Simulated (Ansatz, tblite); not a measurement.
# KAgCl₂ with GFN1-xTB from a Python script

These are simulated results from tblite 0.8.0, not measurements. The cell was built from a prototype and was relaxed with r2SCAN in plane waves (Ansatz 0.2.0). It may be hypothetical. All runs are without spin polarisation.

The symmetry is R-3m (No. 166, trigonal); a = 4.196 Å, c = 20.015 Å in the conventional setting, 25.44 Å³ an atom. Around K lie 6 Cl at 3.08 Å; around Ag lie 6 Cl at 2.82 Å; around Cl lie 3 Ag at 2.82 Å and 3 K at 3.08 Å.

tblite solves periodic systems at the zone centre alone, so the script builds a cluster of 3×3×1 conventional cells (108 atoms), which folds in a coarse mesh of k points.

Input script:

```python
import json
from ase import Atoms
from ase.build import make_supercell
from ase.units import Bohr, GPa, Hartree
from tblite.interface import Calculator

atoms = Atoms(['K', 'Ag', 'Cl', 'Cl'],
              cell=[[2.09824159, 1.21142035, 6.67168704], [-2.09824159, 1.21142035, 6.67168704], [0.0, -2.4228407, 6.67168704]],
              scaled_positions=[[1.0, 0.0, 0.0], [0.5, 0.5, 0.5], [0.23834505, 0.23834505, 0.23834505], [0.76165495, 0.76165495, 0.76165495]],
              pbc=True)
cluster = make_supercell(atoms, [[3, -3, 0], [0, 3, -3], [1, 1, 1]])
calc = Calculator('GFN1-xTB', cluster.numbers, cluster.positions / Bohr, lattice=cluster.cell[:] / Bohr, periodic=cluster.pbc)
calc.set('temperature', 0.02 / Hartree)
calc.set('max-iter', 150)
res = calc.singlepoint()
levels = res.get('orbital-energies') * Hartree
nv = round(res.get('orbital-occupations').sum() / 2)
cells = len(cluster) // len(atoms)
out = {'energy_per_cell': res.get('energy') * Hartree / cells, 'homo': levels[nv - 1], 'lumo': levels[nv],
       'stress': (-res.get('virial') * Hartree / cluster.get_volume() / GPa).tolist(), 'charges': res.get('charges')[:len(atoms)].tolist(), 'electrons': 2 * nv / cells}
json.dump(out, open('results.json', 'w'))
for key, value in out.items():
    print(key, value)
```

Command: `python run.py`. It took 17 s on 1 thread of Intel(R) Xeon(R) 6975P-C (Granite Rapids), with other jobs on the host, peak memory 0.18 GiB.

The log:

```
------------------------------------------------------------
  cycle        total energy    energy error   density error
------------------------------------------------------------
      1     -340.0403899266  -3.3942411E+02   8.0752049E-01
      2     -314.7114947376   2.5328895E+01   4.1636743E-01
      3      292.3506719948   6.0706217E+02   1.1747681E+00
      4     -334.9570807304  -6.2730775E+02   2.6441621E-01
      5     -342.9020016358  -7.9449209E+00   1.4207352E-01
      6     -345.6146017734  -2.7126001E+00   1.0973659E-01
      7     -348.5047587884  -2.8901570E+00   3.8352232E-02
      8     -348.5309595546  -2.6200766E-02   3.6281660E-02
      9     -348.8971975967  -3.6623804E-01   1.6526578E-02
     10     -348.9347440668  -3.7546470E-02   1.1661057E-02
     11     -348.9733576034  -3.8613537E-02   1.1968205E-03
     12     -348.9735573741  -1.9977068E-04   2.9266735E-04
     13     -348.9735736292  -1.6255152E-05   1.3816066E-04
     14     -348.9735779350  -4.3057500E-06   1.6039899E-05
     15     -348.9735780184  -8.3418513E-08   3.2459791E-06
------------------------------------------------------------

 total:                                  16.458 sec
energy_per_cell -351.7057312504712
homo -3.1580826131656776
lumo -0.3810504678781508
stress [[-2.692032628849627, -0.002894263255382732, -3.886070633652694e-05], [-0.0028942632553827325, -2.6953746603506445, -1.463120038917638e-05], [-3.8860706336522275e-05, -1.4631200389174392e-05, -2.9180739031436826]]
charges [0.6521114088343865, 0.31272711744441617, -0.4824728968951156, -0.4824696750497551]
electrons 26.0
```

The cycle table is in hartree for the whole cluster, and the lines after it are in eV (the energy for one cell). The printed stress is in GPa and positive in compression, and the pressure is its mean diagonal.

GFN1-xTB gives a gap of 2.78 eV. On the same cell, plane-wave PBE (Ansatz, 8×8×8 k points and the special points) gives a gap of 2.58 eV and r2SCAN a gap of 3.12 eV; on shared hosts these took about 4.6 and 13 core-seconds on the 4-atom cell, against 17 for the script. Semilocal gaps usually lie below measured ones. xTB was fitted to molecules, so gaps, charges and pressures of solids can be far off, and the gap also depends on the size of the cluster.

The same script was run on cells scaled at fixed shape and fractional coordinates:

| volume (Å³/atom) | energy (meV/atom) | pressure (GPa, positive in compression) | gap (eV) |
| --- | --- | --- | --- |
| 22.39 | -13.4 | 1.88 | 3.01 |
| 23.91 | -18.1 | -0.90 | 2.88 |
| 25.44 | 0.0 | -2.77 | 2.78 |
| 26.96 | 32.8 | -4.02 | 2.69 |
| 28.49 | 75.3 | -4.85 | 2.62 |

A Birch-Murnaghan fit puts the minimum at 23.39 Å³/atom, 8.1 % below the given cell, with a bulk modulus of 41.5 GPa at fixed shape.

xTB was fitted mostly to molecules, and a small cluster samples few k points, so gaps, pressures and kinks along a curve can be far from a solid's.

The runs are scalar-relativistic, without spin-orbit coupling.
